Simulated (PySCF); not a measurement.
# C2H6FNSi: the cost of one run

Computed with PySCF 2.14.0, with density-fitted response routines of our own, on a single molecule in the gas phase. Atoms are numbered from 0 throughout.

## 1. Starting geometry

11 atoms, charge 0, multiplicity 1; geometry from: PBE0-D3(BJ)/def2-SVP.

Bonds of the start (Å): N0–C1 1.27, C1–C2 1.50, C2–Si3 1.88, Si3–F4 1.63, N0–H5 1.03, C1–H6 1.11, C2–H7 1.10, C2–H8 1.10, Si3–H9 1.49, Si3–H10 1.49.

## 2. NMR shieldings: PBE0/6-31G*

Job settings and geometry (Å):

```
{"job": {"kind": "nmr", "xc": "PBE0", "basis": "6-31G*", "pop": true}, "charge": 0, "multiplicity": 1}
N     -1.804294     0.144295     1.297264
C     -1.250067     0.515243     0.218689
C     -0.384363    -0.290184    -0.701032
Si     1.436842     0.041269    -0.359489
F      2.323097    -0.716240    -1.494843
H     -1.612501    -0.849964     1.473417
H     -1.383165     1.574075    -0.069253
H     -0.568315    -1.370557    -0.576336
H     -0.578692    -0.026821    -1.754448
H      1.819428    -0.509308     0.969186
H      1.727770     1.499068    -0.440024
```

Method: GIAO PBE0/6-31G* NMR shielding, non-relativistic, gas phase.

Started as:

```
> OMP_NUM_THREADS=1 python probes_run.py task.json out
```

One launch serves the whole session: the jobs run in the order shown.

Q: Estimate the wall time and peak memory of this first job on 1 thread of Intel Xeon at 2.50GHz, shared host.

About 24 s, with a peak of 0.48 GiB.
